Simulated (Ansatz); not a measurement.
# Be (P6_3/mmc): the listed cell

Aim: the state of Be (P6_3/mmc) with the cell held as listed. Whether the element takes this structure at low temperature is a separate question.

Computed with Ansatz 0.2.0 (DFT PBE, scalar-relativistic, plane waves, PAW, unless a step's input says otherwise).

### Step 1. The structure to begin with

Symmetry: P6_3/mmc, No. 194, hexagonal system. The conventional cell has a = 2.285 Å, b = 2.285 Å, c = 3.584 Å, α = 90.00°, β = 90.00°, γ = 120.00°. Around Be (site symmetry -6m2) lie 12 Be at 2.23 to 2.29 Å.

Coordinates:

```
CELL_PARAMETERS angstrom
2.28530 0.00000 0.00000
-1.14265 1.97913 0.00000
0.00000 0.00000 3.58420
ATOMIC_POSITIONS crystal
Be 0.33333 0.66667 0.25000
Be 0.66667 0.33333 0.75000
```

### Step 2. The listed cell

input.yaml

```yaml
crystal:
  lattice:
    - [2.2853, 0.0, 0.0]
    - [-1.14265, 1.9791278553, 0.0]
    - [0.0, 0.0, 3.5842]
  atoms:
    - { symbol: Be, position: [0.3333333333, 0.6666666667, 0.25] }
    - { symbol: Be, position: [0.6666666667, 0.3333333333, 0.75] }
basis:
  ecutwfc: 420
  ecutrho_ratio: 4
kpoints:
  mp_grid: { grid: [22, 22, 12] }
hamiltonian:
  xc: pbe
scf:
  occupations: { method: gaussian, width: 0.05 }
output:
  forces: true
  stress: true
  eigenvalues: true
relax:
  f_tol: 0.01
  max_steps: 40
  cell: { stress_tol: 0.1, fix: [volume] }
```

Launch:

```bash
ansatz run input.yaml --threads 4 --pin off --max-ram 10240MiB --backend cpu --events-out ev --progress --plain --runs-dir out
```

Before running it: what results should come out? Wanted: volume; pressure; conventional cell; gap on the mesh.

The runs gave:

| quantity | value |
| --- | --- |
| volume | 8.105 Å³/atom |
| pressure | -2.96 GPa |
| conventional cell | a = 2.281 Å, b = 2.281 Å, c = 3.596 Å, α = 90.00°, β = 90.00°, γ = 120.00° |
| gap on the mesh | none (metal) |

In words: Held at the listed cell, this level shows -3.0 GPa, so it wants a smaller volume.
